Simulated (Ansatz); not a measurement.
# C2H7BS: one species, many methods

Aim: compute C2H7BS with functionals from several rungs and with coupled cluster. The yardstick is the atomisation energy at the CCSD(T) limit.

Method: functionals in def2-TZVPP, the program's frozen cores in correlated methods; program: Ansatz 0.2.0, Gaussian basis.

The runs, in order: LDA (SPW92), PBE-D4, revPBE-D4, BLYP-D4, r2SCAN-D4, B97M-V, PBE0-D4, B3LYP-D4, r2SCANh-D4, r2SCAN0-D4, HSE06-D4, BHLYP-D4, CAM-B3LYP-D4, LC-ωPBE, ωB97X-V, ωB97M-V, B2PLYP, PBE-QIDH; CCSD(T)/def2-SVP; CCSD(T)/def2-TZVPP; MP2/def2-QZVPP; extrapolation to the limit; RPA on PBE.

## (1) The relaxed structure

All runs share one geometry, relaxed beforehand with PBE0-D4 in a triple-zeta def2 set.

11 atoms, charge 0, spin multiplicity 1.

Atoms are counted from 1 here; the program's logs count them from 0.

Bond lengths: B1–C2 1.564 Å, B1–S3 2.018 Å, B1–H5 1.198 Å, B1–H6 1.197 Å, C2–S3 1.830 Å, C2–H7 1.086 Å, C2–H8 1.087 Å, S3–C4 1.797 Å, C4–H9 1.090 Å, C4–H10 1.090 Å, C4–H11 1.089 Å. Angles: C2–B1–S3 59.9°, C2–B1–H5 119.6°, C2–B1–H6 118.7°, S3–B1–H5 109.3°, S3–B1–H6 109.0°, H5–B1–H6 120.4°, B1–C2–S3 72.5°, B1–C2–H7 121.0°, B1–C2–H8 122.1°, S3–C2–H7 109.3°, S3–C2–H8 110.1°, H7–C2–H8 112.4°, B1–S3–C2 47.6°, B1–S3–C4 103.7°, C2–S3–C4 101.4°, S3–C4–H9 107.6°, S3–C4–H10 110.0°, S3–C4–H11 109.4° and more.

## (2) LDA

This LDA is Slater exchange with PW92 correlation.

in.yaml reads:

```yaml
crystal:
  periodic: [false, false, false]
  atoms:
    - {symbol: B, position_ang: [-0.068883, 1.437673, 0.384865]}
    - {symbol: C, position_ang: [-0.709325, 0.200566, 1.095207]}
    - {symbol: S, position_ang: [0.948898, -0.300501, 0.503941]}
    - {symbol: C, position_ang: [0.540042, -1.140050, -1.031953]}
    - {symbol: H, position_ang: [-0.331854, 1.663708, -0.761991]}
    - {symbol: H, position_ang: [0.485978, 2.261580, 1.053236]}
    - {symbol: H, position_ang: [-0.739948, 0.131589, 2.178785]}
    - {symbol: H, position_ang: [-1.475228, -0.406003, 0.619644]}
    - {symbol: H, position_ang: [1.445186, -1.179224, -1.638053]}
    - {symbol: H, position_ang: [0.195682, -2.152546, -0.822037]}
    - {symbol: H, position_ang: [-0.225049, -0.573794, -1.561043]}
basis:
  gaussian: {orbitals: def2-TZVPP}
hamiltonian: {xc: lda}
output: {orbitals: {seedname: orbitals}}
```

Started as:

```sh
$ ansatz run in.yaml --threads 2 --pin off --events-out ev --progress --plain --max-ram 4352MiB
```

After this run come: PBE-D4 (GGA); revPBE-D4 (GGA); BLYP-D4 (GGA); r2SCAN-D4 (meta-GGA); B97M-V (meta-GGA); PBE0-D4 (hybrid); B3LYP-D4 (hybrid); r2SCANh-D4 (hybrid); r2SCAN0-D4 (hybrid); HSE06-D4 (hybrid); BHLYP-D4 (hybrid); CAM-B3LYP-D4 (range-separated); LC-ωPBE (range-separated); ωB97X-V (range-separated); ωB97M-V (range-separated); B2PLYP (double hybrid); PBE-QIDH (double hybrid); CCSD(T) in def2-SVP; CCSD(T) in def2-TZVPP; MP2 in def2-QZVPP; RPA on PBE orbitals.

Q: Predict the results of all the runs planned. Wanted: atomisation energy, CCSD(T)/CBS; farthest beyond LDA; mean size of error, GGA; mean size of error, meta-GGA; mean size of error, hybrid; mean size of error, range-separated; mean size of error, double hybrid; gap, smallest and largest; T1 diagnostic.

**Answer**, as computed:

```
                               quantity                                                        value
        atomisation energy, CCSD(T)/CBS                                                3962.1 kJ/mol
 functionals within 19.8 kJ/mol (0.5 %)  revPBE-D4, BLYP-D4, B3LYP-D4, r2SCAN0-D4, LC-ωPBE, PBE-QIDH
                    farthest beyond LDA                                        PBE-D4 (+88.7 kJ/mol)
                mean size of error, GGA                                                  35.8 kJ/mol
           mean size of error, meta-GGA                                                  37.8 kJ/mol
             mean size of error, hybrid                                                  33.4 kJ/mol
    mean size of error, range-separated                                                  18.6 kJ/mol
      mean size of error, double hybrid                                                  20.5 kJ/mol
              gap, smallest and largest                    5.72 eV (LDA (SPW92)), 12.91 eV (LC-ωPBE)
                          T1 diagnostic                                                       0.0110
triples share of the correlation energy                                                        4.2 %
```

**Reading.** LDA overbinds by 555.3 kJ/mol (14 %). PBE-D4 misses by +88.7 kJ/mol. Double hybrids carry the basis error of their MP2 part in triple zeta, and no dispersion term here, so their miss is partly the set-up's. By mean error the best rung here is range-separated (18.6 kJ/mol) and the worst beyond LDA is meta-GGA (37.8 kJ/mol). The gap between the best rungs is small, so their order is not settled. The reference freezes the cores and leaves out relativity and excitations past (T), so misses under about 19.8 kJ/mol can't be ranked. Hartree-Fock recovers 75 % of the binding; the rest is correlation. CCSD(T) in def2-SVP is off by -188.7 kJ/mol, worse than the median functional, from the basis alone. Orbital gaps span 5.7 to 12.9 eV; exact exchange widens them.
